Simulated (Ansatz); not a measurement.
**ClH2InSe: up Jacob's ladder to CCSD(T)**

An exercise on one series of results from a longer session: the logs are not shown, and one member is left open.

Computed with Ansatz 0.2.0, Gaussian basis. Level: functionals in def2-TZVPP, the program's frozen cores in correlated methods.

The runs, in order: LDA (SPW92), PBE-D4, revPBE-D4, BLYP-D4, r2SCAN-D4, B97M-V, PBE0-D4, B3LYP-D4, r2SCANh-D4, r2SCAN0-D4, HSE06-D4, BHLYP-D4, CAM-B3LYP-D4, LC-ωPBE, ωB97X-V, ωB97M-V, B2PLYP, PBE-QIDH; CCSD(T)/def2-SVP; CCSD(T)/def2-TZVPP; MP2/def2-QZVPP; extrapolation to the limit; RPA on PBE.

## The relaxed structure

The geometry comes from an earlier relaxation with PBE0-D4 in a triple-zeta def2 set; it is a stationary point. In takes the def2 core potential; no spin-orbit term is included.

SMILES `[Cl][InH][SeH]`, 5 atoms, charge 0, spin multiplicity 1.

Atoms are counted from 1 here; the program's logs count them from 0.

Bond lengths: Cl1–In2 2.330 Å, In2–Se3 2.485 Å, In2–H4 1.702 Å, Se3–H5 1.470 Å. Angles: Cl1–In2–Se3 110.9°, Cl1–In2–H4 119.0°, Se3–In2–H4 130.0°, In2–Se3–H5 91.8°.

The first run:

The input, in.yaml:

```yaml
crystal:
  periodic: [false, false, false]
  atoms:
    - {symbol: Cl, position_ang: [-2.590552, -0.073474, 0.769403]}
    - {symbol: In, position_ang: [-0.521380, -0.190747, -0.294961]}
    - {symbol: Se, position_ang: [1.294555, 0.602309, 1.204200]}
    - {symbol: H, position_ang: [-0.446904, -0.769568, -1.893764]}
    - {symbol: H, position_ang: [2.314180, 0.357879, 0.173622]}
basis:
  gaussian: {orbitals: def2-TZVPP}
hamiltonian: {xc: lda}
output: {orbitals: {seedname: orbitals}}
```

Among the steps run: LDA; PBE-D4 (GGA); revPBE-D4 (GGA); BLYP-D4 (GGA); r2SCAN-D4 (meta-GGA); B97M-V (meta-GGA); PBE0-D4 (hybrid); B3LYP-D4 (hybrid); r2SCANh-D4 (hybrid); r2SCAN0-D4 (hybrid); HSE06-D4 (hybrid); BHLYP-D4 (hybrid); CAM-B3LYP-D4 (range-separated); LC-ωPBE-D4 (range-separated; the results give it without D4); ωB97X-V (range-separated); ωB97M-V (range-separated); B2PLYP (double hybrid); PBE-QIDH (double hybrid).

One of the session's tables, all rows but one given; the rest of the session is left out.

It belongs to the step «Orbital energies across the functionals». 

```
  functional  HOMO (eV)  LUMO (eV)  gap (eV)
 LDA (SPW92)      -6.56      -2.68      3.88
      PBE-D4      -6.40      -2.39      4.01
   revPBE-D4      -6.34      -2.27      4.07
     BLYP-D4      -6.23      -2.34      3.89
   r2SCAN-D4      -6.68      -2.18      4.50
      B97M-V      -6.72      -2.39      4.33
     PBE0-D4      -7.52      -1.72      5.80
    B3LYP-D4          ?          ?         ?
  r2SCANh-D4      -7.09      -1.94      5.15
  r2SCAN0-D4      -7.70      -1.58      6.12
    HSE06-D4      -7.12      -2.07      5.05
    BHLYP-D4      -8.47      -1.07      7.41
CAM-B3LYP-D4      -8.77      -0.91      7.87
     LC-ωPBE     -10.13       0.18     10.31
     ωB97X-V      -9.78       0.05      9.84
     ωB97M-V      -9.64      -0.18      9.46
```

**Question.** Estimate the row for B3LYP-D4.

Worked estimate for «HOMO (eV)». Against the share of exact exchange, BLYP-D4 (0, -6.23), BHLYP-D4 (0.5, -8.47) give a slope of -4.48 per unit share; at 0.2 the line stands at -7.13.

As computed: HOMO (eV): -7.28; LUMO (eV): -1.97; gap (eV): 5.31. In «HOMO (eV)» the line misses by +0.15.
